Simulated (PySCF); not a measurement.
# C2H7NP2Si: the cost of one run

Programs: PySCF 2.14.0, with density-fitted response routines of our own. Each step states its level of theory. These are calculated values for one molecule in the gas phase, unless marked as measured. Atoms are numbered from 0 throughout.

### 1 Starting geometry

13 atoms, charge 0, multiplicity 1; geometry from: GFN2-xTB. The atoms were then displaced at random by about 0.01 Å, so the start is not that level's minimum.

Bonds of the start (Å): C0–C1 1.19, C1–Si2 1.87, Si2–N3 1.69, Si2–P4 2.28, Si2–P5 2.25, C0–H6 1.07, N3–H7 1.02, N3–H8 0.98, P4–H9 1.40, P4–H10 1.38, P5–H11 1.38, P5–H12 1.37.

### 2 Optimising the geometry at PBE0-D3(BJ)/def2-SVP

What the job is given:

```
{"job": {"xc": "PBE0", "basis": "def2-SVP", "d3": "d3bj", "grid": 1, "shake": 0.01, "kind": "geom"}, "charge": 0, "multiplicity": 1}
C     -0.226320     2.293980     1.239120
C     -0.187190     1.283710     0.615540
Si    -0.055680    -0.348780    -0.293650
N     -1.080030    -0.504230    -1.622990
P      2.016870    -0.587420    -1.203550
P     -0.586970    -2.045940     1.091870
H     -0.303270     3.223690     1.767340
H     -2.082970    -0.636480    -1.470130
H     -0.950150     0.007940    -2.452330
H      2.689420    -0.450850     0.019550
H      2.140900     0.764090    -1.466660
H     -1.629300    -1.360760     1.676940
H      0.260500    -1.655830     2.088640
```

Launch:

```
> OMP_NUM_THREADS=1 python probes_run.py task.json out
```

The driver reads the jobs from task.json and runs them one after another.

Q: Estimate the wall time and peak memory of this first job on 1 thread of Arm Neoverse V1, shared host.

About 92 s, with a peak of 0.53 GiB.
